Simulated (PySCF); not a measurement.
# [La(H2O)4]3+: other functionals and bases at one geometry

The task here is to estimate one member of a computed series from the others.

The runs use PySCF 2.14.0; several levels, as the steps say, no spin–orbit coupling.

1 further run of the same task is left out (for a known fault of the program).

## Where the work starts

13 atoms, charge 3, spin multiplicity 1.

Bond lengths: La1–O2 2.432 Å, La1–O5 2.432 Å, La1–O8 2.432 Å, La1–O11 2.432 Å, O2–H3 0.982 Å, O2–H4 0.982 Å, O5–H6 0.982 Å, O5–H7 0.982 Å, O8–H9 0.982 Å, O8–H10 0.982 Å, O11–H12 0.982 Å, O11–H13 0.982 Å. Angles: O2–La1–O5 111.1°, O2–La1–O8 106.3°, O2–La1–O11 111.1°, O5–La1–O8 111.1°, O5–La1–O11 106.3°, O8–La1–O11 111.1°, La1–O2–H3 128.6°, La1–O2–H4 128.3°, H3–O2–H4 103.1°, La1–O5–H6 128.3°, La1–O5–H7 128.6°, H6–O5–H7 103.1°, La1–O8–H9 128.3°, La1–O8–H10 128.6°, H9–O8–H10 103.1°, La1–O11–H12 128.6°, La1–O11–H13 128.3°, H12–O11–H13 103.1°.

Coordinates:

| atom | x (Å) | y (Å) | z (Å) |
| --- | --- | --- | --- |
| La1 | 0.0000 | 0.0000 | 0.0000 |
| O2 | 1.4593 | 1.3453 | 1.4061 |
| H3 | 1.4036 | 1.5005 | 2.3746 |
| H4 | 2.2553 | 1.8573 | 1.1435 |
| O5 | -1.4591 | -1.4061 | 1.3454 |
| H6 | -2.2555 | -1.1435 | 1.8571 |
| H7 | -1.4036 | -2.3746 | 1.5004 |
| O8 | 1.4593 | -1.3453 | -1.4061 |
| H9 | 2.2553 | -1.8573 | -1.1435 |
| H10 | 1.4036 | -1.5005 | -2.3746 |
| O11 | -1.4591 | 1.4061 | -1.3454 |
| H12 | -1.4036 | 2.3746 | -1.5004 |
| H13 | -2.2555 | 1.1435 | -1.8571 |

Formal oxidation states: La +3. The 4f shell is empty and lies in the core potential. An earlier session relaxed this geometry at PBE0, La lcecp-1-SVP with ECP46, O def2-SVP, H def2-SVP (singlet, point group S4).

At PBE0 on the finer grid: E = -335.797876 Eh, HOMO -23.71 eV, LUMO -15.10 eV, Mulliken charge on La1 +1.89 e, largest force component 0.007 eV/Å. The large-core potential holds the 4f shell empty.

Levels to run: TPSS; wB97X; PBE0, TZVP. Hardware: 2 threads of Arm Neoverse V1, shared host.

Set-up of the first run:

Input file run.py (the lines that set the calculation):

```python
mol = gto.M(atom='''
La     0.00004     0.00000     0.00000
O      1.45926     1.34533     1.40606
H      1.40358     1.50049     2.37463
H      2.25534     1.85726     1.14349
O     -1.45911    -1.40608     1.34540
H     -2.25545    -1.14345     1.85712
H     -1.40364    -2.37459     1.50038
O      1.45926    -1.34533    -1.40606
H      2.25534    -1.85726    -1.14349
H      1.40358    -1.50049    -2.37463
O     -1.45911     1.40608    -1.34540
H     -1.40364     2.37459    -1.50038
H     -2.25545     1.14345    -1.85712''',
    basis={'La': 'lcecp-1-SVP', 'O': 'def2-SVP', 'H': 'def2-SVP'},
    ecp={'La': 'lcecp-1-SVP'},
    charge=3, spin=0)
mf = dft.RKS(mol, xc='TPSS')
mf.grids.atom_grid = (75, 302)  # f atoms: unpruned, at least (60, 302)
mf = mf.density_fit()  # fitting sets: La AutoAux, O def2-universal-JKFIT, H def2-universal-JKFIT
mf.conv_tol = 1e-08; mf.max_cycle = 55
mf.kernel(dm0)  # dm0: the density of the relaxed state
```

On the command line:

```sh
$ OMP_NUM_THREADS=2 python run.py
```

Among the steps run: TPSS; wB97X; PBE0, TZVP.

One of the session's tables, all rows but one given; the rest of the session is left out.

```
              level  HOMO (eV)  gap (eV)  charge on La1 (e)  largest force component (eV/Å)
PBE0 (relaxed here)     -23.71      8.61               1.89                            0.01
               TPSS     -21.92      6.20               1.79                            0.44
              wB97X          ?         ?                  ?                               ?
         PBE0, TZVP     -23.76      8.72               2.16                            0.24
```

Q: Estimate the row for wB97X from the others.

**Answer.** HOMO (eV): -26.28; gap (eV): 13.40; charge on La1 (e): 1.91; largest force component (eV/Å): 0.06. In the column «HOMO (eV)» it is the lowest.

In one basis the HOMO–LUMO gap runs from 6.20 eV (TPSS) to 13.40 eV (wB97X). The largest leftover force, 0.44 eV/Å with TPSS, stands at a geometry relaxed at another level. With 4f in the core, its levels are missing from HOMO and gap, and its count is fixed, so no charge can pass from the ligands into it. Total energies of different levels can't be compared.
